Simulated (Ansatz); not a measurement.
# LuPd: the cost of one run

Program: Ansatz 0.2.0. Level of theory: DFT PBEsol, scalar-relativistic, plane waves, PAW. These are calculated values, not measurements.

1 further run of the same task is left out (it didn't finish).

### Step 1. The system as given

The structure is cubic, space group Pm-3m (No. 221). Conventional cell: a = 3.415 Å, b = 3.415 Å, c = 3.415 Å, α = 90.00°, β = 90.00°, γ = 90.00°. Around Lu (site symmetry m-3m) lie 8 Pd at 2.96 Å. Pd (site symmetry m-3m) is surrounded by 8 Lu at 2.96 Å.

As a file:

```xyz
2
Lattice="3.4150 0.0000 0.0000 0.0000 3.4150 0.0000 0.0000 0.0000 3.4150" Properties=species:S:1:pos:R:3 pbc="T T T"
Lu    0.0000    0.0000    0.0000
Pd    1.7075    1.7075    1.7075
```

(A quick probe on a coarse mesh, which set the mesh and smearing, is not shown.)

### Step 3. The relaxation

input.yaml

```yaml
crystal:
  lattice:
    - [3.4149971882, 0.0, 0.0]
    - [0.0, 3.4149971882, 0.0]
    - [0.0, 0.0, 3.4149971882]
  atoms:
    - { symbol: Lu, position: [0.0, 0.0, 0.0] }
    - { symbol: Pd, position: [0.5, 0.5, 0.5] }
basis:
  ecutwfc: 420
kpoints:
  mp_grid: { grid: [12, 12, 12] }
hamiltonian:
  xc: pbesol
scf:
  occupations: { method: gaussian, width: 0.1 }
output:
  forces: true
  stress: true
  eigenvalues: true
relax:
  adjacent_minimum: "off"
  f_tol: 0.005
  max_steps: 80
  cell: { stress_tol: 0.05 }
```

Run with:

```console
$ ansatz run input.yaml --threads 4 --pin off --max-ram 10240MiB --backend cpu --events-out ev --progress --plain --runs-dir out
```

**Question.** How long does this run take on 4 threads of Arm Neoverse V1, shared host, and how much memory does it need?

About 8.7 s, with a peak of 0.41 GiB.
